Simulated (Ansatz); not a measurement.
# BF4H3O: the cost of one run

Program: Ansatz 0.2.0. Level of theory: RKS PBE/def2-SVP. These are calculated values, not measurements.

**1. The starting structure**

Bond lengths: B1–F2 1.679 Å, B1–F3 1.308 Å, B1–F4 1.302 Å, B1–O6 1.744 Å, O6–H9 0.960 Å. Angles: F2–B1–F3 107.0°, F2–B1–F4 106.1°, F2–B1–O6 98.5°, F3–B1–F4 122.9°, F3–B1–O6 109.3°, F4–B1–O6 110.2°, B1–O6–H9 106.4°.

As a file:

```xyz
9

B    -0.6300   -0.8633   -0.1776
F    -0.8551    0.1884    1.1122
F    -1.6929   -0.7727   -0.9337
F    -0.2237   -1.9876    0.3394
H     1.1558    0.7239   -0.0450
O     0.6986   -0.0422   -0.9526
H     0.0949    0.8889    1.3240
F     1.1379    1.3598    0.9748
H     0.3146    0.5048   -1.6415
```

**2. A restrained relaxation towards end A**

Springs on the bonds that form and break draw the guess towards this end; the thresholds are loose.

input.yaml

```yaml
crystal:
  periodic: [false, false, false]
  atoms:
    - { symbol: B, position_ang: [-0.63, -0.8633, -0.1776] }
    - { symbol: F, position_ang: [-0.8551, 0.1884, 1.1122] }
    - { symbol: F, position_ang: [-1.6929, -0.7727, -0.9337] }
    - { symbol: F, position_ang: [-0.2237, -1.9876, 0.3394] }
    - { symbol: H, position_ang: [1.1558, 0.7239, -0.045] }
    - { symbol: O, position_ang: [0.6986, -0.0422, -0.9526] }
    - { symbol: H, position_ang: [0.0949, 0.8889, 1.324] }
    - { symbol: F, position_ang: [1.1379, 1.3598, 0.9748] }
    - { symbol: H, position_ang: [0.3146, 0.5048, -1.6415] }
basis:
  gaussian: { orbitals: def2-SVP }
hamiltonian:
  xc: pbe
relax:
  f_tol: 0.15
  max_steps: 25
  restrain:
    - { distance: [0, 5], at: 2.8, k: 30.0 }
    - { distance: [4, 7], at: 2.18, k: 30.0 }
    - { distance: [6, 1], at: 2.18, k: 30.0 }
    - { distance: [0, 1], at: 1.41, k: 30.0 }
    - { distance: [4, 5], at: 0.97, k: 30.0 }
    - { distance: [6, 7], at: 0.88, k: 30.0 }
```

The run is started by

```console
$ ansatz run input.yaml --threads 2 --pin off --max-ram 3072MiB --backend cpu --events-out ev --progress --plain --runs-dir out
```

Q: Estimate wall time and peak memory on 2 threads of Arm Neoverse V1, shared host.

About 13 s, with a peak of 0.13 GiB.
